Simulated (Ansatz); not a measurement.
# HC18Cl: the cost of one run

Program: Ansatz 0.2.0. Level of theory: DFT PBE, plane waves, PAW, scalar-relativistic, no spin polarisation. These are calculated values, not measurements.

## 1. The system as given

The cell holds 20 atoms (C18HCl): a = 7.398 Å, b = 7.398 Å, c = 13.000 Å, α = 90.00°, β = 90.00°, γ = 120.00°.

The coordinates stand in the first input below.

## 2. Relaxing end A

Input file input.yaml:

```yaml
crystal:
  lattice:
    - [7.398, 0.0, 0.0]
    - [-3.699, 6.406856, 0.0]
    - [0.0, 0.0, 13.0]
  atoms:
    - { symbol: C, position: [0.0, 0.0, 0.0769231] }
    - { symbol: C, position: [0.2222222, 0.1111111, 0.0769231] }
    - { symbol: C, position: [0.0, 0.3333333, 0.0769231] }
    - { symbol: C, position: [0.2222222, 0.4444444, 0.0769231] }
    - { symbol: C, position: [0.0, 0.6666667, 0.0769231] }
    - { symbol: C, position: [0.2222222, 0.7777778, 0.0769231] }
    - { symbol: C, position: [0.3333333, 0.0, 0.0769231] }
    - { symbol: C, position: [0.5555556, 0.1111111, 0.0769231] }
    - { symbol: C, position: [0.3333333, 0.3333333, 0.0769231] }
    - { symbol: C, position: [0.5555556, 0.4444444, 0.0769231] }
    - { symbol: C, position: [0.3333333, 0.6666667, 0.0769231] }
    - { symbol: C, position: [0.5555556, 0.7777778, 0.0769231] }
    - { symbol: C, position: [0.6666667, 0.0, 0.0769231] }
    - { symbol: C, position: [0.8888889, 0.1111111, 0.0769231] }
    - { symbol: C, position: [0.6666667, 0.3333333, 0.0769231] }
    - { symbol: C, position: [0.8888889, 0.4444444, 0.0769231] }
    - { symbol: C, position: [0.6666667, 0.6666667, 0.0769231] }
    - { symbol: C, position: [0.8888889, 0.7777778, 0.0769231] }
    - { symbol: Cl, position: [0.9464417, 0.4030673, 0.2676923] }
    - { symbol: H, position: [0.9520335, 0.2437294, 0.3023077] }
basis:
  ecutwfc: 420.0
kpoints:
  mp_grid: { grid: [2, 2, 1] }
hamiltonian:
  xc: pbe
scf:
  occupations: { method: gaussian, width: 0.02 }
  lower_state_search: "off"
relax:
  f_tol: 0.03
  max_steps: 60
  adjacent_minimum: "off"
output:
  write_density: true
  write_potential: true
  elf: true
  volumetric_format: npy
```

Run with:

```console
ansatz run input.yaml --threads 1 --pin off --max-ram 3072MiB --backend cpu --events-out ev --progress --plain --runs-dir out
```

Q: Estimate wall time and peak memory on 1 thread of Intel Xeon Platinum 8488C (Sapphire Rapids), shared host.

About 3.4 min, with a peak of 0.8 GiB.
